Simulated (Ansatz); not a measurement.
# Ni3Bi (Pm-3m) in Ansatz: convergence with wavefunction cutoff

Aim: find how far wavefunction cutoff must go before the results for Ni3Bi settle, at PBE. This setting moves, with any that are tied to it; all else stays.

Program: Ansatz 0.2.0. These are calculated values, not measurements. Logs are shortened: lines on timing, memory, paths and dates and some standing lists are left out, and cuts for length are marked.

## Step 1: The crystal as given

The structure is cubic, space group Pm-3m (No. 221). The conventional cell has a = 3.822 Å, b = 3.822 Å, c = 3.822 Å, α = 90.00°, β = 90.00°, γ = 90.00°. Around Bi (site symmetry m-3m) lie 12 Ni at 2.70 Å. Ni (site symmetry 4/mmm) has 4 Bi at 2.70 Å and 8 Ni at 2.70 Å as nearest neighbours.

The cell comes from a database or a generator and needn't be the stable form of this composition.

## Step 2: With wavefunction cutoff 400 eV

Contents of input.yaml:

```yaml
crystal:
  lattice:
    - [3.822007, 0.0, 0.0]
    - [0.0, 3.822007, 0.0]
    - [0.0, 0.0, 3.822007]
  atoms:
    - { symbol: Bi, position: [0.0, 0.0, 0.0] }
    - { symbol: Ni, position: [0.5, 0.5, 0.0], spin: 1.0 }
    - { symbol: Ni, position: [0.5, 0.0, 0.5], spin: 1.0 }
    - { symbol: Ni, position: [0.0, 0.5, 0.5], spin: 1.0 }
hamiltonian:
  xc: pbe
  pseudopotentials: { kind: paw, source: jth }
magnetization:
  spin_polarized: true
kpoints:
  mp_grid: { grid: [6, 6, 6] }
scf:
  occupations: { method: cold, width: 0.05 }
output:
  forces: true
  stress: true
  eigenvalues: true
basis:
  ecutwfc: "400 eV"
```

Potentials or basis: JTH PAW.

The run is started by

```bash
$ ansatz run input.yaml --threads 2 --pin off --max-ram 5632MiB --backend cpu --events-out ev --progress --plain --runs-dir out
```

The program printed:

```text
Warning: basis.ecutwfc = 400 eV is below the records' recommended 2400 eV, and the density's cutoff is lower with it unless basis.ecutrho_ratio is high enough to keep the records' density cutoff: compare with a run at a higher cutoff
Warning: the checks of this Bi dataset prove no rule for summing its radial tables, as where they were carried onto another mesh than they were made on, and Gregory's rule is taken, under which a leading mesh point left out moves its sums only by what lay on the interval it spanned. That does not make them correct, and they differ from Quantum ESPRESSO's on this file; a re-export a fraction of a mesh step off can move them. hamiltonian.pseudopotentials.radial_quadrature: simpson_from_first_knot sums it by `pw.x`'s rule; on a PAW file no value gives `pw.x`'s numbers. What more to know: hamiltonian.pseudopotentials.radial_quadrature, in the input reference
Warning: the checks of this Ni dataset prove no rule for summing its radial tables, as where they were carried onto another mesh than they were made on, and Gregory's rule is taken, under which a leading mesh point left out moves its sums only by what lay on the interval it spanned. That does not make them correct, and they differ from Quantum ESPRESSO's on this file; a re-export a fraction of a mesh step off can move them. hamiltonian.pseudopotentials.radial_quadrature: simpson_from_first_knot sums it by `pw.x`'s rule; on a PAW file no value gives `pw.x`'s numbers. What more to know: hamiltonian.pseudopotentials.radial_quadrature, in the input reference
Warning: RAYON_NUM_THREADS=2 ignored (pool sized by the plan → 2); use --threads N
Engine: ansatz 0.2.0, aarch64-unknown-linux-gnu
Pseudopotentials: kind: paw
Pseudopotential: Bi, paw, valence charge 15, recommended cutoff 1800 eV (normal), Bi.paw.azcp
Pseudopotential: Ni, paw, valence charge 18, recommended cutoff 2400 eV (normal), Ni.paw.azcp
Functional definition: PBE
  parameter kappa = 0.804
  parameter beta = 0.06672455060314922
[... 81 lines left out ...]
  Σ components = -29815.788046   (vs F -29815.788046, Δ=0.00e0)
--- Forces (eV/Å), atoms counted from 1 ---
  atom   1  Bi    -0.00000000     0.00000000     0.00000000
  atom   2  Ni     0.00000000    -0.00000000     0.00000000
  atom   3  Ni     0.00000000    -0.00000000     0.00000000
  atom   4  Ni     0.00000000     0.00000000     0.00000000
  max |Σ_I F_I| component: 5.38e-28 eV/Å
--- Stress (GPa, compression-positive) ---
        4.487714       0.000000       0.000000
       -0.000000       4.487714       0.000000
        0.000000       0.000000       4.487714
  P = ⅓ Tr σ = 4.4877 GPa (44.877 kbar)
--- Band table (eV; the first three rows and the last of 40) ---
  k-point 0 ↑: bands = ["-85.9258", "-85.9153", "-85.9153", "-45.8157", "-45.8157", "-45.8157", "-45.7817", "-45.7817", "-45.7817", "-45.6968", "-45.6968", "-45.6968", "-4.7134", "-4.7134", "-4.6483", "-4.6483", "-4.6483", "4.6936", "14.1412", "15.1682", "15.1682", "15.4756", "15.4756", "15.4756", "16.6169", "16.6169", "16.6169", "16.9262", "16.9262", "16.9262", "17.7455", "17.7455", "17.8921", "18.2231", "18.2231", "18.2231", "19.5626", "23.5129", "23.5129", "27.1671", "27.1671", "27.1671", "28.0307", "28.0307"]
  k-point 1 ↑: bands = ["-85.9253", "-85.9153", "-85.9144", "-45.8203", "-45.7894", "-45.7894", "-45.7301", "-45.7301", "-45.6450", "-45.6450", "-45.5877", "-45.5865", "-4.7105", "-4.6931", "-4.6493", "-4.6493", "-4.6474", "4.9247", "13.6523", "14.6912", "15.4135", "15.5139", "15.5139", "15.5230", "16.2843", "16.2843", "16.3876", "16.9323", "17.4777", "17.4777", "17.6677", "17.7680", "18.0218", "18.3583", "18.5967", "18.5967", "20.4087", "23.6286", "24.7601", "26.1632", "26.2997", "26.2997", "27.1536", "28.1580"]
  k-point 2 ↑: bands = ["-85.9241", "-85.9172", "-85.9157", "-45.8654", "-45.8654", "-45.8645", "-45.8232", "-45.7389", "-45.7389", "-45.7183", "-45.6570", "-45.6570", "-4.7059", "-4.6545", "-4.6545", "-4.6545", "-4.6453", "5.5012", "11.7020", "14.8893", "14.9411", "14.9411", "15.6930", "15.7877", "16.2099", "16.2099", "16.4331", "16.8223", "17.3040", "17.3468", "17.3468", "17.3601", "17.7038", "18.1930", "19.5578", "19.5578", "20.6575", "23.7612", "24.2844", "24.2844", "24.6388", "25.7421", "28.3487", "29.3047"]
  k-point 19 ↓: bands = ["-85.7356", "-85.7356", "-85.7356", "-45.7726", "-45.7726", "-45.7726", "-45.7049", "-45.7049", "-45.7049", "-45.6592", "-45.6592", "-45.5543", "-4.6863", "-4.6863", "-4.6863", "-4.5893", "-4.5893", "7.2944", "14.0352", "14.0352", "14.0352", "14.9135", "14.9135", "14.9135", "16.1942", "16.1942", "16.1942", "16.9944", "16.9944", "17.0259", "17.0259", "17.0259", "17.6149", "17.7597", "17.9671", "17.9671", "17.9671", "21.1178", "21.1178", "21.1178", "32.9856", "32.9856", "32.9856", "34.8734"]
```

Run time: 12 s. Hardware: 2 threads of Arm Neoverse V1, shared host; peak memory 0.33 GiB.

What came out:

```
Free energy            : -29815.7880 eV
Pressure               : 4.5 GPa
Band gap on the k mesh : none (metal or under the smearing width)
Net moment             : 0.47 μB per cell
Absolute moment        : 0.50 μB per cell
Site moments           : Bi +0.01; Ni +0.15 μB
```

## Step 3: With wavefunction cutoff 500 eV

input.yaml, as its differences from that of step 2:

```diff
@@ -24,2 +24,2 @@
 basis:
-  ecutwfc: "400 eV"
+  ecutwfc: "500 eV"
```

Potentials or basis: JTH PAW.

The run is started by

```bash
$ ansatz run input.yaml --threads 2 --pin off --max-ram 5632MiB --backend cpu --events-out ev --progress --plain --runs-dir out
```

Run time: 9.9 s. Hardware: 2 threads of Arm Neoverse V1, shared host; peak memory 0.36 GiB.

What came out:

| Quantity | Value |
| --- | --- |
| Free energy | -29844.2507 eV |
| Pressure | 1.2 GPa |
| Band gap on the k mesh | none (metal or under the smearing width) |
| Net moment | 0.00 μB per cell |
| Absolute moment | 0.00 μB per cell |

## Step 4: With wavefunction cutoff 600 eV

input.yaml, as its differences from that of step 3:

```diff
@@ -24,2 +24,2 @@
 basis:
-  ecutwfc: "500 eV"
+  ecutwfc: "600 eV"
```

The run is started by

```bash
$ ansatz run input.yaml --threads 2 --pin off --max-ram 5632MiB --backend cpu --events-out ev --progress --plain --runs-dir out
```

Wall time 12 s (2 threads of Arm Neoverse V1, shared host); peak memory 0.4 GiB.

Results:

- Free energy: -29846.6248 eV
- Pressure: 1.8 GPa
- Band gap on the k mesh: none (metal or under the smearing width)
- Net moment: 0.00 μB per cell
- Absolute moment: 0.00 μB per cell

## Step 5: With wavefunction cutoff 700 eV

input.yaml, as its differences from that of step 4:

```diff
@@ -24,2 +24,2 @@
 basis:
-  ecutwfc: "600 eV"
+  ecutwfc: "700 eV"
```

The run is started by

```bash
$ ansatz run input.yaml --threads 2 --pin off --max-ram 5632MiB --backend cpu --events-out ev --progress --plain --runs-dir out
```

It took 17 s on 2 threads of Arm Neoverse V1, shared host; peak memory 0.45 GiB.

Results:

| Item | Value |
| --- | --- |
| Free energy | -29846.7732 eV |
| Pressure | 1.8 GPa |
| Band gap on the k mesh | none (metal or under the smearing width) |
| Net moment | 0.00 μB per cell |
| Absolute moment | 0.00 μB per cell |

## Step 6: With wavefunction cutoff 850 eV

input.yaml, as its differences from that of step 5:

```diff
@@ -24,2 +24,2 @@
 basis:
-  ecutwfc: "700 eV"
+  ecutwfc: "850 eV"
```

Potentials or basis: JTH PAW.

The run is started by

```bash
$ ansatz run input.yaml --threads 2 --pin off --max-ram 5632MiB --backend cpu --events-out ev --progress --plain --runs-dir out
```

It took 22 s on 2 threads of Arm Neoverse V1, shared host; peak memory 0.51 GiB.

Results (log left out):

```yaml
Free_energy: -29847.5211 eV
Pressure: 1.9 GPa
Band_gap_on_the_k_mesh: none (metal or under the smearing width)
Net_moment: 0.00 μB per cell
Absolute_moment: 0.00 μB per cell
```

## Step 7: With wavefunction cutoff 1000 eV

input.yaml, as its differences from that of step 6:

```diff
@@ -24,2 +24,2 @@
 basis:
-  ecutwfc: "850 eV"
+  ecutwfc: "1000 eV"
```

The run is started by

```bash
$ ansatz run input.yaml --threads 2 --pin off --max-ram 5632MiB --backend cpu --events-out ev --progress --plain --runs-dir out
```

Run time: 25 s. Hardware: 2 threads of Arm Neoverse V1, shared host; peak memory 0.56 GiB.

Results (log left out):

```yaml
Free_energy: -29847.9723 eV
Pressure: 2.0 GPa
Band_gap_on_the_k_mesh: none (metal or under the smearing width)
Net_moment: 0.00 μB per cell
Absolute_moment: 0.00 μB per cell
```

## Step 8: With wavefunction cutoff 1200 eV

input.yaml, as its differences from that of step 7:

```diff
@@ -24,2 +24,2 @@
 basis:
-  ecutwfc: "1000 eV"
+  ecutwfc: "1200 eV"
```

The run is started by

```bash
$ ansatz run input.yaml --threads 2 --pin off --max-ram 5632MiB --backend cpu --events-out ev --progress --plain --runs-dir out
```

It took 34 s on 2 threads of Arm Neoverse V1, shared host; peak memory 0.68 GiB.

The run converged. Its results:

| Quantity | Value |
| --- | --- |
| Free energy | -29848.0484 eV |
| Pressure | 2.0 GPa |
| Band gap on the k mesh | none (metal or under the smearing width) |
| Net moment | 0.00 μB per cell |
| Absolute moment | 0.00 μB per cell |

## Step 9: With wavefunction cutoff 1400 eV

input.yaml, as its differences from that of step 8:

```diff
@@ -24,2 +24,2 @@
 basis:
-  ecutwfc: "1200 eV"
+  ecutwfc: "1400 eV"
```

Potentials or basis: JTH PAW.

The run is started by

```bash
$ ansatz run input.yaml --threads 2 --pin off --max-ram 5632MiB --backend cpu --events-out ev --progress --plain --runs-dir out
```

Wall time 35 s (2 threads of Arm Neoverse V1, shared host); peak memory 0.77 GiB.

The run converged. Its results:

* Free energy: -29848.0778 eV
* Pressure: 2.0 GPa
* Band gap on the k mesh: none (metal or under the smearing width)
* Net moment: 0.00 μB per cell
* Absolute moment: 0.00 μB per cell

## Step 10: With wavefunction cutoff 1700 eV

input.yaml, as its differences from that of step 9:

```diff
@@ -24,2 +24,2 @@
 basis:
-  ecutwfc: "1400 eV"
+  ecutwfc: "1700 eV"
```

The run is started by

```bash
$ ansatz run input.yaml --threads 2 --pin off --max-ram 5632MiB --backend cpu --events-out ev --progress --plain --runs-dir out
```

Run time: 55 s. Hardware: 2 threads of Arm Neoverse V1, shared host; peak memory 0.95 GiB.

It converged, with:

| Quantity | Value |
| --- | --- |
| Free energy | -29848.1230 eV |
| Pressure | 2.0 GPa |
| Band gap on the k mesh | none (metal or under the smearing width) |
| Net moment | 0.00 μB per cell |
| Absolute moment | 0.00 μB per cell |

## Step 11: The series at a glance

```csv
wavefunction cutoff,"energy less the tightest run, at zero smearing (meV/atom)",pressure (GPa),absolute moment (μB),SCF cycles,CPU time (s),peak memory (GiB)
400 eV,8083.87,4.49,0.50,29,23,0.33
500 eV,968.09,1.17,0.00,18,19,0.36
600 eV,374.55,1.82,0.00,18,23,0.4
700 eV,337.44,1.75,0.00,18,33,0.45
850 eV,150.47,1.87,0.00,18,43,0.51
1000 eV,37.67,1.99,0.00,18,50,0.56
1200 eV,18.64,1.99,0.00,18,65,0.68
1400 eV,11.31,1.98,0.00,18,69,0.77
1700 eV,0.00,1.99,0.00,18,110,0.95
```

Against the tightest run, the pressure stays within 0.1 GPa from 1000 eV on; the absolute moment stays within 0.02 μB from 500 eV on. Not settled before the last step: the energy (to 1 meV/atom). The tightest run that finished is the yardstick and may itself not be fully converged.

Caveats: spin-orbit coupling is left out, which moves the levels of the heavy elements; the starting moments weren't kept; the cutoff lies under the one recommended for these potentials.
